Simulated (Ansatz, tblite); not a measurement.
# SrSn₃Te₄ with GFN1-xTB from a Python script

These are simulated results from tblite 0.8.0, not measurements. The cell was built from a prototype and was relaxed with r2SCAN in plane waves (Ansatz 0.2.0). It may be hypothetical. All runs are without spin polarisation.

The symmetry is I4/mmm (No. 139, tetragonal); a = 6.464 Å, c = 12.974 Å in the conventional setting, 33.88 Å³ an atom. Around Sn lie 6 Te at 3.23–3.24 Å; around Te lie 4 Sn at 3.23–3.24 Å and 2 Sr at 3.23 Å; around Sn lie 6 Te at 3.17–3.23 Å; around Te lie 5 Sn at 3.17–3.23 Å and 1 Sr at 3.32 Å; around Sr lie 6 Te at 3.23–3.32 Å.

tblite solves periodic systems at the zone centre alone, so the script builds a cluster of 2×2×1 conventional cells (64 atoms), which folds in a coarse mesh of k points.

The script, run.py:

```python
import json
from ase import Atoms
from ase.build import make_supercell
from ase.units import Bohr, GPa, Hartree
from tblite.interface import Calculator

atoms = Atoms(['Sn', 'Te', 'Sn', 'Te', 'Sn', 'Te', 'Sr', 'Te'],
              cell=[[-3.23196201, 3.23196201, 6.48724458], [3.23196201, -3.23196201, 6.48724458], [3.23196201, 3.23196201, -6.48724458]],
              scaled_positions=[[0.75, 0.25, 0.5], [0.5, 0.0, 0.5], [0.0, 0.0, 0.0], [0.756000726, 0.756000726, 0.0], [0.25, 0.75, 0.5], [0.0, 0.5, 0.5], [0.5, 0.5, 0.0], [0.243999274, 0.243999274, 0.0]],
              pbc=True)
cluster = make_supercell(atoms, [[0, 2, 2], [2, 0, 2], [1, 1, 0]])
calc = Calculator('GFN1-xTB', cluster.numbers, cluster.positions / Bohr, lattice=cluster.cell[:] / Bohr, periodic=cluster.pbc)
calc.set('temperature', 0.02 / Hartree)
calc.set('max-iter', 150)
res = calc.singlepoint()
levels = res.get('orbital-energies') * Hartree
nv = round(res.get('orbital-occupations').sum() / 2)
cells = len(cluster) // len(atoms)
out = {'energy_per_cell': res.get('energy') * Hartree / cells, 'homo': levels[nv - 1], 'lumo': levels[nv],
       'stress': (-res.get('virial') * Hartree / cluster.get_volume() / GPa).tolist(), 'charges': res.get('charges')[:len(atoms)].tolist(), 'electrons': 2 * nv / cells}
json.dump(out, open('results.json', 'w'))
for key, value in out.items():
    print(key, value)
```

Command: `python run.py`. It took 4.5 s on 1 thread of Arm Neoverse V2, on a shared host, peak memory 0.14 GiB.

The log:

```
------------------------------------------------------------
  cycle        total energy    energy error   density error
------------------------------------------------------------
      1     -184.0621957427  -1.8360857E+02   5.3683493E-01
      2      997.8239977384   1.1818862E+03   1.2836759E+00
      3      584.6283559629  -4.1319564E+02   9.4167171E-01
      4     -111.5885084512  -6.9621686E+02   4.3913148E-01
      5     -178.2353093757  -6.6646801E+01   1.7819920E-01
      6     -187.8752431856  -9.6399338E+00   1.0923102E-01
      7     -184.5604568907   3.3147863E+00   9.2841274E-02
      8     -187.0248786721  -2.4644218E+00   7.0755322E-02
      9     -190.0777855267  -3.0529069E+00   2.0001027E-02
     10     -190.2229576698  -1.4517214E-01   9.8480600E-03
     11     -190.2881364686  -6.5178799E-02   2.5638030E-03
     12     -190.2928340885  -4.6976198E-03   5.6455445E-04
     13     -190.2929182807  -8.4192240E-05   1.6434137E-04
     14     -190.2929072387   1.1042001E-05   1.7728855E-04
     15     -190.2929247834  -1.7544643E-05   7.9194180E-05
     16     -190.2929286883  -3.9049007E-06   2.5030596E-05
     17     -190.2929290719  -3.8358047E-07   5.7916970E-06
------------------------------------------------------------

 total:                                   3.909 sec
energy_per_cell -647.2667938352382
homo 5.338095829656137
lumo 6.282512385024897
stress [[-12.580591104094172, -4.1697714782809754e-05, 6.532905344207433e-05], [-4.169771478279069e-05, -12.580591104094216, 6.532905344598184e-05], [6.532905344207693e-05, 6.53290534459375e-05, -15.857011486061097]]
charges [0.18958633200125857, -0.3306977597462836, 0.13694960021751879, -0.23998781784529222, 0.18958633200134373, -0.3306977597462417, 0.6232617152348523, -0.23967717376475653]
electrons 38.0
```

The cycle table is in hartree for the whole cluster, and the lines after it are in eV (the energy for one cell). The printed stress is in GPa and positive in compression, and the pressure is its mean diagonal.

GFN1-xTB gives a gap of 0.94 eV. On the same cell, plane-wave PBE (Ansatz, 6×6×6 k points and the special points) gives a gap of 0.33 eV and r2SCAN a gap of 0.44 eV; on shared hosts these took about 43 and 92 core-seconds on the 8-atom cell, against 4.5 for the script. Spin-orbit coupling, left out in all these runs, can cut or reorder the gap by tenths of an eV, up to about 1 eV with Pb or Bi. xTB was fitted to molecules, so gaps, charges and pressures of solids can be far off, and the gap also depends on the size of the cluster.

The same script was run on cells scaled at fixed shape and fractional coordinates:

| volume (Å³/atom) | energy (meV/atom) | pressure (GPa, positive in compression) | gap (eV) |
| --- | --- | --- | --- |
| 29.82 | -283.8 | -7.82 | 0.47 |
| 31.85 | -160.3 | -11.39 | 0.76 |
| 33.88 | 0.0 | -13.67 | 0.94 |
| 35.91 | 179.9 | -14.22 | 1.06 |
| 37.95 | 365.5 | -15.42 | 1.12 |

The minimum lies beyond the smallest of these volumes.

xTB was fitted mostly to molecules, and a small cluster samples few k points, so gaps, pressures and kinks along a curve can be far from a solid's.

Spin-orbit coupling is left out, which matters wherever the heavy atoms make up the band edges.
